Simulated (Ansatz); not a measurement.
# TlRh2: the cost of one run

Program: Ansatz 0.2.0. Level of theory: DFT PBE, scalar-relativistic, plane waves, PAW. These are calculated values, not measurements.

1 further run of the same task is left out (it didn't finish).

## 1. The starting structure

Symmetry: P6_3/mmc, No. 194, hexagonal system. Conventional cell: a = 2.987 Å, b = 2.987 Å, c = 20.504 Å, α = 90.00°, β = 90.00°, γ = 120.00°. Tl (site symmetry -3m) is surrounded by 6 Rh at 2.16 Å. Around Rh (site symmetry 3m) lie 3 Tl at 2.16 Å.

Coordinates:

```
Tl Rh
1.0
     2.98713    0.00000    0.00000
    -1.49357    2.58693    0.00000
     0.00000    0.00000   20.50409
Tl Rh
2 4
Direct
  0.00000 0.00000 0.00000
  0.00000 0.00000 0.50000
  0.33333 0.66667 0.93634
  0.33333 0.66667 0.56366
  0.66667 0.33333 0.06366
  0.66667 0.33333 0.43634
```

A structure generator made this guess: species swapped into a database cell of VS2 (P6_3/mmc, No. 194), with Tl on the V sites and Rh on the S sites. Its size is a rough estimate.

## 2. A first look at the guess

File input.yaml:

```yaml
crystal:
  lattice:
    - [2.98713131, 0.0, 0.0]
    - [-1.49356565, 2.58693159, 0.0]
    - [0.0, 0.0, 20.50408806]
  atoms:
    - { symbol: Tl, position: [0.0, 0.0, 0.0] }
    - { symbol: Tl, position: [0.0, 0.0, 0.5] }
    - { symbol: Rh, position: [0.33333333, 0.66666667, 0.93634301] }
    - { symbol: Rh, position: [0.33333333, 0.66666667, 0.56365699] }
    - { symbol: Rh, position: [0.66666667, 0.33333333, 0.06365699] }
    - { symbol: Rh, position: [0.66666667, 0.33333333, 0.43634301] }
basis:
  ecutwfc: 420
kpoints:
  mp_grid: { grid: [6, 6, 1] }
hamiltonian:
  xc: pbe
scf:
  occupations: { method: gaussian, width: 0.1 }
  lower_state_search: "off"
output:
  forces: true
  stress: true
  eigenvalues: true
```

Command:

```bash
$ ansatz run input.yaml --threads 1 --pin off --max-ram 2560MiB --backend cpu --events-out ev --progress --plain --runs-dir out
```

Q: Estimate wall time and peak memory on 1 thread of Intel Xeon 6975P-C (Granite Rapids), shared host.

About 2.5 s, with a peak of 0.51 GiB.
